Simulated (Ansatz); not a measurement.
# CH₃BFNS: up Jacob's ladder to CCSD(T)

The task here is to estimate one member of a computed series from the others.

Computed with Ansatz 0.2.0, Gaussian basis. Level: functionals in def2-TZVPP, the program's frozen cores in correlated methods.

Plan: LDA (SPW92), PBE-D4, revPBE-D4, BLYP-D4, r2SCAN-D4, B97M-V, PBE0-D4, B3LYP-D4, r2SCANh-D4, r2SCAN0-D4, HSE06-D4, BHLYP-D4, CAM-B3LYP-D4, LC-ωPBE, ωB97X-V, ωB97M-V, B2PLYP, PBE-QIDH; CCSD(T)/def2-SVP; CCSD(T)/def2-TZVPP; MP2/def2-QZVPP; extrapolation to the limit; RPA on PBE.

## Structure used throughout

An earlier PBE0-D4 in a triple-zeta def2 set relaxation fixed the geometry.

SMILES `B/N=C(/F)S`, 8 atoms, charge 0, spin multiplicity 1.

Atoms are counted from 1 here; the program's logs count them from 0.

Bond lengths: B1–N2 1.367 Å, B1–H6 1.197 Å, B1–H7 1.197 Å, N2–C3 1.224 Å, C3–F4 1.342 Å, C3–S5 1.753 Å, S5–H8 1.342 Å. Angles: N2–B1–H6 119.0°, N2–B1–H7 119.0°, H6–B1–H7 122.1°, B1–N2–C3 176.2°, N2–C3–F4 121.8°, N2–C3–S5 125.2°, F4–C3–S5 112.9°, C3–S5–H8 95.4°.

Set-up of the first run:

in.yaml reads:

```yaml
crystal:
  periodic: [false, false, false]
  atoms:
    - {symbol: B, position_ang: [-0.068892, 1.790809, 0.172827]}
    - {symbol: N, position_ang: [-0.014641, 0.455504, -0.115695]}
    - {symbol: C, position_ang: [0.037744, -0.753808, -0.294086]}
    - {symbol: F, position_ang: [0.021161, -1.289371, -1.524208]}
    - {symbol: S, position_ang: [0.140314, -1.959781, 0.974353]}
    - {symbol: H, position_ang: [-1.137215, 2.306998, 0.328692]}
    - {symbol: H, position_ang: [0.953232, 2.407371, 0.256820]}
    - {symbol: H, position_ang: [0.160495, -3.014822, 0.145296]}
basis:
  gaussian: {orbitals: def2-TZVPP}
hamiltonian: {xc: lda}
output: {orbitals: {seedname: orbitals}}
```

Launch:

```console
$ ansatz run in.yaml --threads 2 --pin off --events-out ev --progress --plain --max-ram 4352MiB
```

Among the steps run: LDA; PBE-D4 (GGA); revPBE-D4 (GGA); BLYP-D4 (GGA); r2SCAN-D4 (meta-GGA); B97M-V (meta-GGA); PBE0-D4 (hybrid); B3LYP-D4 (hybrid); r2SCANh-D4 (hybrid); r2SCAN0-D4 (hybrid); HSE06-D4 (hybrid); BHLYP-D4 (hybrid); CAM-B3LYP-D4 (range-separated); LC-ωPBE (range-separated); ωB97X-V (range-separated); ωB97M-V (range-separated); B2PLYP (double hybrid); PBE-QIDH (double hybrid).

One table of the session follows, with a row left open; its other results are not shown here.

It belongs to the step «Frontier levels by functional». 

```
  functional  HOMO (eV)  gap (eV)
 LDA (SPW92)      -6.61      4.70
      PBE-D4      -6.49      4.85
   revPBE-D4      -6.45      4.91
     BLYP-D4      -6.36      4.87
   r2SCAN-D4      -6.74      5.46
      B97M-V          ?         ?
     PBE0-D4      -7.69      7.02
    B3LYP-D4      -7.48      6.59
  r2SCANh-D4      -7.18      6.24
  r2SCAN0-D4      -7.85      7.41
    HSE06-D4      -7.30      6.25
    BHLYP-D4      -8.78      9.11
CAM-B3LYP-D4      -9.01      9.40
     LC-ωPBE     -10.35     11.92
     ωB97X-V      -9.98     11.47
     ωB97M-V      -9.84     11.07
```

Q: Estimate the row for B97M-V from the others.

**Answer.** HOMO (eV): -6.80; gap (eV): 5.47. In the column «HOMO (eV)» it lies between r2SCANh-D4 (-7.18) and r2SCAN-D4 (-6.74).
